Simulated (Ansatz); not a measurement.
# NbB2: further runs on the relaxed cell

The task here is to estimate one member of a computed series from the others.

The COD entry's cell or inner coordinates are ideal or old and differ from later refinements, so a difference from it is no clean test against experiment.

Program: Ansatz 0.2.0. Level of theory: DFT PBEsol, scalar-relativistic, plane waves, PAW. These are calculated values, not measurements.

1 further run of the same task is left out (set aside as unsound or not needed).

### The structure to begin with

The structure is hexagonal, space group P6/mmm (No. 191). Conventional cell: a = 3.097 Å, b = 3.097 Å, c = 3.286 Å, α = 90.00°, β = 90.00°, γ = 120.00°. Around Nb (site symmetry 6/mmm) lie 12 B at 2.43 Å. B (site symmetry -6m2) is surrounded by 3 B at 1.79 Å and 6 Nb at 2.43 Å.

Structure file:

```
Nb B
1.0
     3.09679    0.00000    0.00000
    -1.54840    2.68190    0.00000
     0.00000    0.00000    3.28621
Nb B
1 2
Direct
  0.00000 0.00000 0.00000
  0.33333 0.66667 0.50000
  0.66667 0.33333 0.50000
```

It is the result of an earlier relaxation at this level (volume 9.10 Å³/atom; gap on the mesh: none (metal)).

The first run:

input.yaml reads:

```yaml
crystal:
  lattice:
    - [3.0967936318, 0.0, 0.0]
    - [-1.5483968159, 2.6819019554, 0.0]
    - [0.0, 0.0, 3.2862074861]
  atoms:
    - { symbol: Nb, position: [0.0, 0.0, 0.0] }
    - { symbol: B, position: [0.3333333333, 0.6666666667, 0.5] }
    - { symbol: B, position: [0.6666666667, 0.3333333333, 0.5] }
basis:
  ecutwfc: 420
kpoints:
  mp_grid: { grid: [18, 18, 12] }
  band_path:
    path:
      - [[0.0, 0.0, 0.0], [0.5, 0.0, 0.0], [0.33333333, 0.33333333, 0.0], [0.0, 0.0, 0.0], [0.0, 0.0, 0.5], [0.5, 0.0, 0.5], [0.33333333, 0.33333333, 0.5], [0.0, 0.0, 0.5]]
      - [[0.5, 0.0, 0.5], [0.5, 0.0, 0.0]]
      - [[0.33333333, 0.33333333, 0.5], [0.33333333, 0.33333333, 0.0]]
    npoints: 14
hamiltonian:
  xc: pbesol
scf:
  occupations: { method: gaussian, width: 0.1 }
  n_extra_bands: 7
output:
  forces: true
  stress: true
  eigenvalues: true
  populations: true
  dos: { projected: true, de: 0.02, nscf_kmesh: { grid: [27, 27, 18] } }
  bader: true
  write_density: true
  write_potential: true
  elf: true
  volumetric_format: npy
```

On the command line:

```console
$ ansatz run input.yaml --threads 1 --pin off --max-ram 2560MiB --backend cpu --events-out ev --progress --plain --runs-dir out
```

Steps of the session up to this table: Bands, states and charges; Back to the database's cell; Point at V/V0 = 0.97; The cell scaled to 1.03 of its volume; The cell scaled to 0.94 of its volume; The cell scaled to 1.06 of its volume; Volume × 0.91; Point at V/V0 = 1.10; Point at V/V0 = 0.88.

One of the session's tables, all rows but one given; the rest of the session is left out.

It belongs to the step «Energy against volume». 

| volume (Å³/atom) | energy above the lowest point (meV/atom) | pressure (GPa) |
| --- | --- | --- |
| 8.006 | 152.0 | 49.68 |
| 8.279 | 80.9 | 34.29 |
| 8.552 | 34.0 | 21.09 |
| 8.825 | 8.1 | 9.75 |
| 9.098 | 0.0 | 0.00 |
| 9.371 | ? | ? |
| 9.644 | 28.0 | -15.59 |
| 10.007 | 72.9 | -23.66 |

Q: Estimate the row for volume (Å³/atom) = 9.371 from the others.

Worked estimate for «energy above the lowest point (meV/atom)». A straight line through the neighbours (9.098, 0.0) and (9.644, 28.0) gives 0.0 + (28.0 − 0.0) × (9.371 − 9.098) / (9.644 − 9.098) = 14.0; a parabola fitted to 4 rows on both sides gives 7.6.

**Answer.** energy above the lowest point (meV/atom): 7.4; pressure (GPa): -8.39. In «energy above the lowest point (meV/atom)» the line misses by +6.6 and the parabola by +0.2.
